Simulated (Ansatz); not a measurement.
# CH2ClI: the cost of one run

Program: Ansatz 0.2.0. Level of theory: the levels named in each step. These are calculated values, not measurements.

## Step 1: The structure to begin with

Bond lengths: Cl1–C2 1.744 Å, C2–I3 2.183 Å, C2–H4 1.097 Å, C2–H5 1.100 Å. Angles: Cl1–C2–I3 113.8°, Cl1–C2–H4 110.2°, Cl1–C2–H5 110.2°, I3–C2–H4 106.5°, I3–C2–H5 106.4°, H4–C2–H5 109.5°.

Structure file:

```xyz
5

Cl   -2.4055    0.6252    0.0008
C    -1.2780   -0.7047    0.0251
I     0.8155   -0.0870   -0.0032
H    -1.4145   -1.3014    0.9358
H    -1.4244   -1.3433   -0.8586
```

## Step 2: A rough first relaxation, PBE-D4/def2-SVP

This run stands in another session on the same molecule. It ended at:

```xyz
5

Cl   -2.4611    0.6023    0.0014
C    -1.2909   -0.6588    0.0231
I     0.8293   -0.1439   -0.0017
H    -1.3865   -1.2848    0.9431
H    -1.3976   -1.3261   -0.8661
```

## Step 3: Relaxation, HF/def2-SVP

File input.yaml:

```yaml
crystal:
  periodic: [false, false, false]
  atoms:
    - { symbol: Cl, position_ang: [-2.46111222, 0.6023047, 0.0013829] }
    - { symbol: C, position_ang: [-1.29090283, -0.65878024, 0.02313486] }
    - { symbol: I, position_ang: [0.8292513, -0.14389622, -0.0017025] }
    - { symbol: H, position_ang: [-1.38650886, -1.28475891, 0.9431306] }
    - { symbol: H, position_ang: [-1.39761739, -1.32607932, -0.86608587] }
magnetization:
  spin_polarized: true
  initial_magnetization: 1
total_charge: 1
basis:
  gaussian: { orbitals: def2-SVP }
hamiltonian:
  xc: hf
relax:
  f_tol: 0.002
  max_steps: 150
```

Launch:

```sh
$ ansatz run input.yaml --threads 2 --pin off --max-ram 5120MiB --backend cpu --events-out ev --progress --plain --runs-dir out
```

**Question.** How long does this run take on 2 threads of Arm Neoverse N1, shared host, and how much memory does it need?

About 36 s, with a peak of 0.19 GiB.
